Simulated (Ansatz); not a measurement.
**C3H3F3O: one species, many methods**

Aim: compute C3H3F3O with functionals from several rungs and with coupled cluster. The yardstick is the atomisation energy at the CCSD(T) limit.

Program: Ansatz 0.2.0, Gaussian basis. Level of theory: functionals in def2-TZVPP, the program's frozen cores in correlated methods. These are calculated values, not measurements.

Levels to be run: PBE-D4, r2SCAN-D4, PBE0-D4, B3LYP-D4, ωB97X-V, ωB97M-V, B2PLYP; CCSD(T)/def2-TZVPP; MP2/def2-QZVPP; extrapolation to the limit.

## Step 1: The geometry

The geometry comes from an earlier relaxation with PBE0-D4 in a triple-zeta def2 set; it is a stationary point, not always the lowest conformer.

SMILES `FC(F)[C@H]1O[C@@H]1F`, 10 atoms, charge 0, spin multiplicity 1.

Atoms are counted from 1 here; the program's logs count them from 0.

Bond lengths: F1–C2 1.355 Å, C2–F3 1.352 Å, C2–C4 1.502 Å, C2–H8 1.095 Å, C4–O5 1.430 Å, C4–C6 1.452 Å, C4–H9 1.087 Å, O5–C6 1.381 Å, C6–F7 1.346 Å, C6–H10 1.085 Å. Angles: F1–C2–F3 108.1°, F1–C2–C4 108.5°, F1–C2–H8 108.5°, F3–C2–C4 110.9°, F3–C2–H8 108.0°, C4–C2–H8 112.7°, C2–C4–O5 115.8°, C2–C4–C6 122.5°, C2–C4–H9 114.7°, O5–C4–C6 57.2°, O5–C4–H9 115.1°, C6–C4–H9 118.3°, C4–O5–C6 62.2°, C4–C6–O5 60.5°, C4–C6–F7 118.6°, C4–C6–H10 123.9°, O5–C6–F7 115.3°, O5–C6–H10 117.3° and more.

## Step 2: PBE-D4 (GGA)

Input file in.yaml:

```yaml
crystal:
  periodic: [false, false, false]
  atoms:
    - {symbol: F, position_ang: [-1.054070, -1.767341, 0.772656]}
    - {symbol: C, position_ang: [-0.557717, -1.102588, -0.298312]}
    - {symbol: F, position_ang: [-1.581199, -0.459908, -0.904799]}
    - {symbol: C, position_ang: [0.477503, -0.126230, 0.183127]}
    - {symbol: O, position_ang: [1.000923, 0.763252, -0.805979]}
    - {symbol: C, position_ang: [0.244871, 1.307036, 0.213377]}
    - {symbol: F, position_ang: [0.927421, 2.050916, 1.102857]}
    - {symbol: H, position_ang: [-0.151401, -1.834340, -1.004788]}
    - {symbol: H, position_ang: [1.214852, -0.543764, 0.864626]}
    - {symbol: H, position_ang: [-0.695982, 1.773568, -0.059365]}
basis:
  gaussian: {orbitals: def2-TZVPP}
hamiltonian: {xc: pbe, dispersion: d4}
output: {forces: true, orbitals: {seedname: orbitals}}
```

Command:

```bash
$ ansatz run in.yaml --threads 4 --pin off --events-out ev --progress --plain --max-ram 10444MiB
```

Further steps of the session: r2SCAN-D4 (meta-GGA); PBE0-D4 (hybrid); B3LYP-D4 (hybrid); ωB97X-V (range-separated); ωB97M-V (range-separated); B2PLYP (double hybrid); CCSD(T) in def2-TZVPP; MP2 in def2-QZVPP.

**Question.** What will the summary of the whole plan be? Wanted: atomisation energy, CCSD(T)/CBS; farthest; mean size of error, hybrid; mean size of error, range-separated; gap, smallest and largest; T1 diagnostic; triples share of the correlation energy.

The runs gave:

| quantity | value |
| --- | --- |
| atomisation energy, CCSD(T)/CBS | 982.4 kcal/mol |
| functionals within 4.9 kcal/mol (0.5 %) | B3LYP-D4 |
| farthest | PBE-D4 (+49.3 kcal/mol) |
| mean size of error, hybrid | 7.9 kcal/mol |
| mean size of error, range-separated | 6.6 kcal/mol |
| gap, smallest and largest | 7.42 eV (PBE-D4), 14.93 eV (ωB97X-V) |
| T1 diagnostic | 0.0123 |
| triples share of the correlation energy | 3.5 % |

**Reading.** PBE-D4 is off by +49.3 kcal/mol. Double hybrids carry the basis error of their MP2 part in triple zeta, and no dispersion term here, so their miss is partly the set-up's. Misses under about 4.9 kcal/mol are within the doubt on the reference itself, which lacks core-valence correlation, relativity and higher excitations. Hartree-Fock recovers 68 % of the binding; the rest is correlation. Orbital gaps span 7.4 to 14.9 eV; exact exchange widens them.
